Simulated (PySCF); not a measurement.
# Gd2N2: other functionals and bases at one geometry

The task here is to estimate one member of a computed series from the others.

Method: several levels, as the steps say, no spin–orbit coupling; program: PySCF 2.14.0.

2 further runs of the same task are left out: 2 for a known fault of the program.

**Starting geometry**

4 atoms, charge 0, spin multiplicity 1.

Bond lengths: Gd1–Gd2 3.082 Å, Gd1–N3 2.073 Å, Gd1–N4 2.073 Å, Gd2–N3 2.073 Å, Gd2–N4 2.073 Å. Angles: Gd2–Gd1–N3 42.0°, Gd2–Gd1–N4 42.0°, N3–Gd1–N4 84.0°, Gd1–Gd2–N3 42.0°, Gd1–Gd2–N4 42.0°, N3–Gd2–N4 84.0°, Gd1–N3–Gd2 96.0°, Gd1–N4–Gd2 96.0°.

Coordinates:

```
atom    x (Å)   y (Å)    z (Å)
 Gd1   0.0000  0.0000   1.5411
 Gd2   0.0000  0.0000  -1.5411
  N3   1.3868  0.0000   0.0000
  N4  -1.3868  0.0000   0.0000
```

Formal oxidation states: Gd +3. Each metal's 7 4f electrons lie in its core potential, so multiplicities, spins and levels count the valence alone. An earlier session relaxed this geometry at BP86, Gd lcecp-1-SVP with ECP53, N def2-SVP (singlet, point group D2h).

At BP86 on the finer grid: E = -181.365270 Eh, HOMO -3.57 eV, LUMO -2.22 eV, Mulliken charge on Gd1 +0.45 e, largest force component 0.004 eV/Å. 

Levels to run: revPBE; r2SCAN; HF; TPSS; BP86, TZVP. Hardware: 2 threads of Intel Xeon 6975P-C (Granite Rapids), shared host.

Set-up of the first run:

run.py (the lines that set the calculation)

```python
mol = gto.M(atom='''
Gd     0.00000     0.00000     1.54109
Gd     0.00000     0.00000    -1.54109
N      1.38677     0.00000     0.00000
N     -1.38677     0.00000     0.00000''',
    basis={'Gd': 'lcecp-1-SVP', 'N': 'def2-SVP'},
    ecp={'Gd': 'lcecp-1-SVP'},
    charge=0, spin=0)
mf = dft.RKS(mol, xc='PBE_R,PBE')
mf.grids.atom_grid = (75, 302)  # f atoms: unpruned, at least (60, 302)
mf = mf.density_fit()  # fitting sets: Gd AutoAux, N def2-universal-JKFIT
mf.conv_tol = 1e-08; mf.max_cycle = 55
mf.kernel(dm0)  # dm0: the density of the relaxed state
```

Launch:

```console
$ OMP_NUM_THREADS=2 python run.py
```

Steps of the session up to this table: revPBE; r2SCAN; HF; TPSS; BP86, TZVP.

One of the session's tables, all rows but one given; the rest of the session is left out.

| level | HOMO (eV) | gap (eV) | charge on Gd1 (e) | largest force component (eV/Å) |
| --- | --- | --- | --- | --- |
| BP86 (relaxed here) | -3.57 | 1.36 | 0.45 | 0.00 |
| revPBE | -3.36 | 1.24 | 0.47 | 0.09 |
| r2SCAN | -3.45 | 1.65 | 0.55 | 0.33 |
| HF | ? | ? | ? | ? |
| TPSS | -3.30 | 1.32 | 0.52 | 0.16 |
| BP86, TZVP | -3.54 | 1.34 | 0.80 | 0.05 |

Estimate the missing values for HF.

The run gave: HOMO (eV): -6.26; gap (eV): 6.54; charge on Gd1 (e): 0.82; largest force component (eV/Å): 0.58. In the column «HOMO (eV)» it is the lowest.

In one basis the HOMO–LUMO gap runs from 1.24 eV (revPBE) to 6.54 eV (HF). The largest leftover force, 0.58 eV/Å with HF, stands at a geometry relaxed at another level. With 4f in the core, its levels are missing from HOMO and gap, and its count is fixed, so no charge can pass from the ligands into it. Total energies of different levels can't be compared.
